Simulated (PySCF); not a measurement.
# C3H7BO: the cost of one run

The runs use PySCF 2.14.0, with density-fitted response routines of our own; the level of theory stands in each step. All values are computed, except where a source is named. Atoms count from 0, in the outputs and in this text.

## 1. The molecule as given

12 atoms, charge 0, multiplicity 1; geometry from: GFN2-xTB. The atoms were then displaced at random by about 0.01 Å, so the start is not that level's minimum.

Bonds of the start (Å): C0–C1 1.34, C1–B2 1.58, B2–O3 1.28, O3–C4 1.43, C0–H5 1.11, C0–H6 1.06, C1–H7 1.07, B2–H8 1.19, C4–H9 1.08, C4–H10 1.11, C4–H11 1.10.

## 2. Geometry optimisation at PBE0-D3(BJ)/def2-SVP

Job settings and geometry (Å):

```
{"job": {"xc": "PBE0", "basis": "def2-SVP", "d3": "d3bj", "grid": 1, "shake": 0.01, "kind": "geom"}, "charge": 0, "multiplicity": 1}
C      2.613500    -0.053650     0.130200
C      1.378210    -0.581810     0.157160
B      0.026410     0.225540     0.094260
O     -1.048590    -0.476210     0.142790
C     -2.373860     0.062870     0.097220
H      2.716790     1.045500     0.054000
H      3.512530    -0.610290     0.166710
H      1.336720    -1.652140     0.223650
H      0.036850     1.415310     0.044620
H     -2.904110    -0.341160    -0.746660
H     -2.912820    -0.224260     1.025860
H     -2.341930     1.162040     0.042470
```

Command:

```console
OMP_NUM_THREADS=1 python probes_run.py task.json out
```

One launch serves the whole session: the jobs run in the order shown.

Q: Estimate the wall time and peak memory of this first job on 1 thread of Arm Neoverse V1, shared host.

About 24 s, with a peak of 0.42 GiB.
